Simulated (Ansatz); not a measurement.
# C5H8AlN: up Jacob's ladder to CCSD(T)

One table from this session's results is given with a row withheld; the runs are named, their logs left out.

Computed with Ansatz 0.2.0, Gaussian basis. Level: functionals in def2-TZVPP, the program's frozen cores in correlated methods.

Levels to be run: LDA (SPW92), PBE-D4, revPBE-D4, BLYP-D4, r2SCAN-D4, B97M-V, PBE0-D4, B3LYP-D4, r2SCANh-D4, r2SCAN0-D4, HSE06-D4, BHLYP-D4, CAM-B3LYP-D4, LC-ωPBE, ωB97X-V, ωB97M-V, B2PLYP, PBE-QIDH; CCSD(T)/def2-SVP; CCSD(T)/def2-TZVPP; MP2/def2-QZVPP; extrapolation to the limit; RPA on PBE.

## The geometry

All runs share one geometry, relaxed beforehand with PBE0-D4 in a triple-zeta def2 set.

SMILES `[AlH3-][n+]1ccccc1`, 15 atoms, charge 0, spin multiplicity 1.

Atoms are counted from 1 here; the program's logs count them from 0.

Bond lengths: Al1–N2 2.031 Å, Al1–H8 1.606 Å, Al1–H9 1.606 Å, Al1–H10 1.604 Å, N2–C3 1.334 Å, N2–C7 1.334 Å, C3–C4 1.381 Å, C3–H11 1.084 Å, C4–C5 1.385 Å, C4–H12 1.082 Å, C5–C6 1.385 Å, C5–H13 1.084 Å, C6–C7 1.381 Å, C6–H14 1.082 Å, C7–H15 1.084 Å. Angles: N2–Al1–H8 99.4°, N2–Al1–H9 99.4°, N2–Al1–H10 101.4°, H8–Al1–H9 118.6°, H8–Al1–H10 116.2°, H9–Al1–H10 116.2°, Al1–N2–C3 120.4°, Al1–N2–C7 120.3°, C3–N2–C7 119.3°, N2–C3–C4 122.1°, N2–C3–H11 115.7°, C4–C3–H11 122.2°, C3–C4–C5 118.7°, C3–C4–H12 119.8°, C5–C4–H12 121.5°, C4–C5–C6 119.0°, C4–C5–H13 120.5°, C6–C5–H13 120.5° and more.

Set-up of the first run:

File in.yaml:

```yaml
crystal:
  periodic: [false, false, false]
  atoms:
    - {symbol: Al, position_ang: [-0.718504, 0.398420, 2.455990]}
    - {symbol: N, position_ang: [-0.135525, 0.107813, 0.531843]}
    - {symbol: C, position_ang: [0.883502, -0.706418, 0.251786]}
    - {symbol: C, position_ang: [1.277756, -0.970368, -1.045326]}
    - {symbol: C, position_ang: [0.591856, -0.365071, -2.085785]}
    - {symbol: C, position_ang: [-0.463457, 0.483081, -1.791716]}
    - {symbol: C, position_ang: [-0.795426, 0.695027, -0.467955]}
    - {symbol: H, position_ang: [-1.308255, 1.886404, 2.330076]}
    - {symbol: H, position_ang: [0.693322, 0.190511, 3.191778]}
    - {symbol: H, position_ang: [-1.794977, -0.776526, 2.642457]}
    - {symbol: H, position_ang: [1.386594, -1.141876, 1.107738]}
    - {symbol: H, position_ang: [2.110361, -1.636665, -1.229454]}
    - {symbol: H, position_ang: [0.878856, -0.549476, -3.114428]}
    - {symbol: H, position_ang: [-1.023917, 0.979595, -2.573024]}
    - {symbol: H, position_ang: [-1.604185, 1.354748, -0.174583]}
basis:
  gaussian: {orbitals: def2-TZVPP}
hamiltonian: {xc: lda}
output: {orbitals: {seedname: orbitals}}
```

Command:

```bash
$ ansatz run in.yaml --threads 8 --pin off --events-out ev --progress --plain --max-ram 18278MiB
```

Among the steps run: LDA; PBE-D4 (GGA); revPBE-D4 (GGA); BLYP-D4 (GGA); r2SCAN-D4 (meta-GGA); B97M-V (meta-GGA); B3LYP-D4 (hybrid); r2SCANh-D4 (hybrid); r2SCAN0-D4 (hybrid); HSE06-D4 (hybrid); BHLYP-D4 (hybrid); CAM-B3LYP-D4 (range-separated); LC-ωPBE (range-separated); ωB97X-V (range-separated); ωB97M-V (range-separated); B2PLYP (double hybrid); PBE-QIDH (double hybrid).

One of the session's tables, all rows but one given; the rest of the session is left out.

It belongs to the step «Frontier levels by functional». 

| functional | HOMO (eV) | LUMO (eV) | gap (eV) |
| --- | --- | --- | --- |
| LDA (SPW92) | -5.92 | -3.26 | 2.67 |
| PBE-D4 | -5.87 | -3.04 | 2.83 |
| revPBE-D4 | -5.83 | -2.95 | 2.88 |
| BLYP-D4 | -5.76 | -2.88 | 2.88 |
| r2SCAN-D4 | -6.16 | -2.91 | 3.24 |
| B97M-V | -6.26 | -2.87 | 3.38 |
| PBE0-D4 | ? | ? | ? |
| B3LYP-D4 | -6.89 | -2.33 | 4.56 |
| r2SCANh-D4 | -6.60 | -2.58 | 4.02 |
| r2SCAN0-D4 | -7.27 | -2.08 | 5.19 |
| HSE06-D4 | -6.67 | -2.52 | 4.16 |
| BHLYP-D4 | -8.24 | -1.10 | 7.15 |
| CAM-B3LYP-D4 | -8.46 | -1.04 | 7.42 |
| LC-ωPBE | -9.85 | -0.03 | 9.82 |
| ωB97X-V | -9.51 | -0.03 | 9.48 |
| ωB97M-V | -9.29 | -0.08 | 9.21 |

Estimate the missing values for PBE0-D4.

The run gave: HOMO (eV): -7.08; LUMO (eV): -2.14; gap (eV): 4.94. In the column «HOMO (eV)» it lies between r2SCAN0-D4 (-7.27) and B3LYP-D4 (-6.89).
